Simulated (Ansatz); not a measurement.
**ZrHO+ (singlet): from Hartree-Fock to the top rungs, def2-SVP**

The task here is to estimate one member of a computed series from the others.

Method: def2-SVP, core rule «outside noble gas», up to 5 orbitals frozen; program: Ansatz 0.2.0, Gaussian basis.

To be run: UHF; CCSD(T) on RHF; CCSD(T) on UHF; CISD; CCSDT(Q) on RHF; CCSDT(Q) on UHF; CCSDTQ on RHF.

9 further runs of the same task are left out: 6 for a known fault of the program, 3 set aside as unsound or not needed.

### The system

The geometry is a PBE0/def2-TZVP stationary point (not a proven minimum). No spin-orbit coupling is included. Elements past krypton take def2 core potentials.

3 atoms, charge 1, spin multiplicity 1.

Atoms are counted from 1 here; the program's logs count them from 0.

Bond lengths: Zr1–O2 1.796 Å, O2–H3 0.968 Å. Angles: Zr1–O2–H3 180.0°.

The first run:

File in.yaml:

```yaml
crystal:
  periodic: [false, false, false]
  atoms:
    - {symbol: Zr, position_ang: [0.000000, 0.000000, 1.520100]}
    - {symbol: O, position_ang: [0.000000, 0.000000, -0.275900]}
    - {symbol: H, position_ang: [0.000000, 0.000000, -1.244200]}
basis:
  gaussian: {orbitals: def2-SVP}
total_charge: 1
magnetization: {spin_polarized: true, initial_magnetization: 0}
hamiltonian: {xc: hf}
output: {orbitals: {seedname: orbitals}}
```

On the command line:

```console
ansatz run in.yaml --threads 1 --pin off --events-out ev --progress --plain --max-ram 2560MiB --backend cpu
```

Steps of the session up to this table: UHF; CCSD(T) on RHF; CCSD(T) on UHF; CISD; CCSDT(Q) on RHF; CCSDT(Q) on UHF; CCSDTQ on RHF.

One table of the session follows, with a row left open; its other results are not shown here.

It belongs to the step «Misses and costs». 

| method | from RCCSDT(Q) (kcal/mol) |
| --- | --- |
| UHF | +151.98 |
| RMP2 | +20.57 |
| UMP2 | +4.16 |
| RCCSD | +9.15 |
| UCCSD | ? |
| RCCSD(T) | +0.65 |
| UCCSD(T) | -8.48 |
| RCCSDT | -0.01 |
| UCCSDT | -9.00 |
| RCCSDT(Q) | 0 |
| UCCSDT(Q) | -9.79 |
| RCCSDTQ | -0.29 |

Estimate the missing values for UCCSD.

The run gave: from RCCSDT(Q) (kcal/mol): -2.47. In the column «from RCCSDT(Q) (kcal/mol)» it lies between UCCSD(T) (-8.48) and RCCSDTQ (-0.29).

Not comparable, so not listed: CISD (they don't share determinant, frozen orbitals or solution with the rows shown, or repeat one).

To keep in mind: The determinant is far from a pure spin state, so its energy mixes those of several spin states (harmless only where they are near-degenerate, as at dissociation). The report flags that the cluster equations may have other roots. Left out of the table: RHF (another determinant or state than the rows shown). The program flags UCCSD(T), RCCSDT(Q), UCCSDT(Q), RCCSDTQ as in doubt, so the zero of the table is itself unsure. Warnings: restricted reference is unstable; spin contamination; coupled cluster took another determinant than the lowest; large T1 diagnostic. Restricted and unrestricted rows rest on different reference determinants; where their highest levels disagree by more than a few hundredths of an eV, they describe different states and don't form one ladder.
